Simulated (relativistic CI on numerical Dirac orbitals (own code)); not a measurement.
**Ions with 62 electrons, Tm⁷⁺ to Re¹³⁺: levels along an isoelectronic sequence**

How do the lowest levels of 62-electron ions move as Z rises from 69 to 75? Each ion is run with the same configurations.

The numbers are computed with relativistic CI on numerical Dirac orbitals (own code) version 4 (Dirac-Coulomb-Breit CI, KLI orbitals optimised for each configuration, model QED (radiative potential, 1s self-energy scaled to tabulated hydrogen-like ionisation energies)), except any that are marked as measured or tabulated.

## Step 1: The atom as given

* electrons: 62
* ions: Tm⁷⁺, Yb⁸⁺, Lu⁹⁺, Hf¹⁰⁺, Ta¹¹⁺, W¹²⁺, Re¹³⁺
* configurations: [Kr] 4d10 4f14 5s2; [Kr] 4d10 4f13 5s2 5p; [Kr] 4d10 4f14 5s 5p; [Kr] 4d10 4f14 5s 5d; [Kr] 4d10 4f14 5p2; [Kr] 4d10 4f13 5p3; [Kr] 4d10 4f12 5s2 5p2; [Xe] 4f8; [Xe] 4f6 6s2

## Step 2: Tm⁷⁺ (Z = 69)

The run's settings:

```ini
atom Tm  Z=69  charge=7  electrons=62
nucleus A=169  rms_radius_fm=5.2256
hamiltonian dirac-coulomb  breit=on  qed=on  c_scale=1
orbitals kli  potential=per-configuration
slater_scale 1
correlation none
mixing on
configurations
  [Kr] 4d10 4f14 5s2
  [Kr] 4d10 4f13 5s2 5p
  [Kr] 4d10 4f14 5s 5p
  [Kr] 4d10 4f14 5s 5d
  [Kr] 4d10 4f14 5p2
  [Kr] 4d10 4f13 5p3
  [Kr] 4d10 4f12 5s2 5p2
  [Xe] 4f8
  [Xe] 4f6 6s2
end
```

The run is started by

```bash
> python run_levels.py task.json out
```

task.json lists these runs, among others, and the program works through them in turn.

## Step 3: Yb⁸⁺ (Z = 70)

Settings: those of step 2 with these lines changed.

```diff
@@ -1,3 +1,3 @@
-atom Tm  Z=69  charge=7  electrons=62
-nucleus A=169  rms_radius_fm=5.2256
+atom Yb  Z=70  charge=8  electrons=62
+nucleus A=174  rms_radius_fm=5.3108
 hamiltonian dirac-coulomb  breit=on  qed=on  c_scale=1
```

## Step 4: Lu⁹⁺ (Z = 71)

Settings: those of step 3 with these lines changed.

```diff
@@ -1,3 +1,3 @@
-atom Yb  Z=70  charge=8  electrons=62
-nucleus A=174  rms_radius_fm=5.3108
+atom Lu  Z=71  charge=9  electrons=62
+nucleus A=175  rms_radius_fm=5.3700
 hamiltonian dirac-coulomb  breit=on  qed=on  c_scale=1
```

## Step 5: Hf¹⁰⁺ (Z = 72)

Settings: those of step 4 with these lines changed.

```diff
@@ -1,3 +1,3 @@
-atom Lu  Z=71  charge=9  electrons=62
-nucleus A=175  rms_radius_fm=5.3700
+atom Hf  Z=72  charge=10  electrons=62
+nucleus A=180  rms_radius_fm=5.3470
 hamiltonian dirac-coulomb  breit=on  qed=on  c_scale=1
```

## Step 6: Ta¹¹⁺ (Z = 73)

Settings: those of step 5 with these lines changed.

```diff
@@ -1,3 +1,3 @@
-atom Hf  Z=72  charge=10  electrons=62
-nucleus A=180  rms_radius_fm=5.3470
+atom Ta  Z=73  charge=11  electrons=62
+nucleus A=181  rms_radius_fm=5.3507
 hamiltonian dirac-coulomb  breit=on  qed=on  c_scale=1
```

## Step 7: W¹²⁺ (Z = 74)

Settings: those of step 6 with these lines changed.

```diff
@@ -1,3 +1,3 @@
-atom Ta  Z=73  charge=11  electrons=62
-nucleus A=181  rms_radius_fm=5.3507
+atom W  Z=74  charge=12  electrons=62
+nucleus A=184  rms_radius_fm=5.3658
 hamiltonian dirac-coulomb  breit=on  qed=on  c_scale=1
```

## Step 8: Re¹³⁺ (Z = 75)

Settings: those of step 7 with these lines changed.

```diff
@@ -1,3 +1,3 @@
-atom W  Z=74  charge=12  electrons=62
-nucleus A=184  rms_radius_fm=5.3658
+atom Re  Z=75  charge=13  electrons=62
+nucleus A=187  rms_radius_fm=5.3698
 hamiltonian dirac-coulomb  breit=on  qed=on  c_scale=1
```

(Steps that only read results are left out.)

Before running it: what results should come out? Wanted: lowest level, first ion; lowest level, last ion; changes of the lowest level; mean jj purity of the low levels.

As calculated:

| quantity | value |
| --- | --- |
| lowest level, first ion | 4f8 5s2 5p6 7F6 |
| lowest level, last ion | 5s2 1S0 |
| changes of the lowest level | at Lu⁹⁺, at W¹²⁺ |
| mean jj purity of the low levels | 40 to 97 % |

The lowest level changes from 4f8 5s2 5p6 7F6 to 4f12 5s2 5p2 [4f7/2^6 5p1/2^2] J=6 at Lu⁹⁺, and again later. The low levels move towards jj coupling (LS purity 92 to 61 %). Only the listed configurations are in the model, so lower levels can be missing.
